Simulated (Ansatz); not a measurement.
# ZrB (quartet): the correlation ladder, def2-TZVPP

An exercise on one series of results from a longer session: the logs are not shown, and one member is left open.

Computed with Ansatz 0.2.0, Gaussian basis. Level: def2-TZVPP, core rule «outside noble gas», up to 5 orbitals frozen.

To be run: UHF; ROHF; CCSD(T) on UHF.

## The system

The geometry is a PBE0/def2-TZVP stationary point (not a proven minimum) of the parent state, kept for this charge and spin. No spin-orbit coupling is included. Elements past krypton take def2 core potentials.

2 atoms, charge 0, spin multiplicity 4.

Atoms are counted from 1 here; the program's logs count them from 0.

Bond lengths: Zr1–B2 2.147 Å.

Geometry (Å):

```
Zr    0.00000    0.00000    0.00000
B     0.00000    0.00000    2.14720
```

Set-up of the first run:

in.yaml

```yaml
crystal:
  periodic: [false, false, false]
  atoms:
    - {symbol: Zr, position_ang: [0.000000, 0.000000, 0.000000]}
    - {symbol: B, position_ang: [0.000000, 0.000000, 2.147200]}
basis:
  gaussian: {orbitals: def2-TZVPP}
magnetization: {spin_polarized: true, initial_magnetization: 3}
hamiltonian: {xc: hf}
output: {orbitals: {seedname: orbitals}}
```

The run is started by

```sh
> ansatz run in.yaml --threads 1 --pin off --events-out ev --progress --plain --max-ram 4096MiB --backend cpu
```

Steps of the session up to this table: UHF; ROHF; CCSD(T) on UHF.

One of the session's tables, all rows but one given; the rest of the session is left out.

```
  method  from UCCSD(T) (kJ/mol)
    ROHF                       ?
    UMP2                  +125.5
   UCCSD                   +35.3
UCCSD(T)                       0
```

Estimate the missing values for ROHF.

As computed: from UCCSD(T) (kJ/mol): +485.3. In the column «from UCCSD(T) (kJ/mol)» it is the highest.

Left out of the table: UHF (another determinant or state than the rows shown).

Caveats from the session: The determinant is far from a pure spin state, so its energy mixes those of several spin states (harmless only where they are near-degenerate, as at dissociation). Warnings: spin contamination; coupled cluster took another determinant than the lowest.
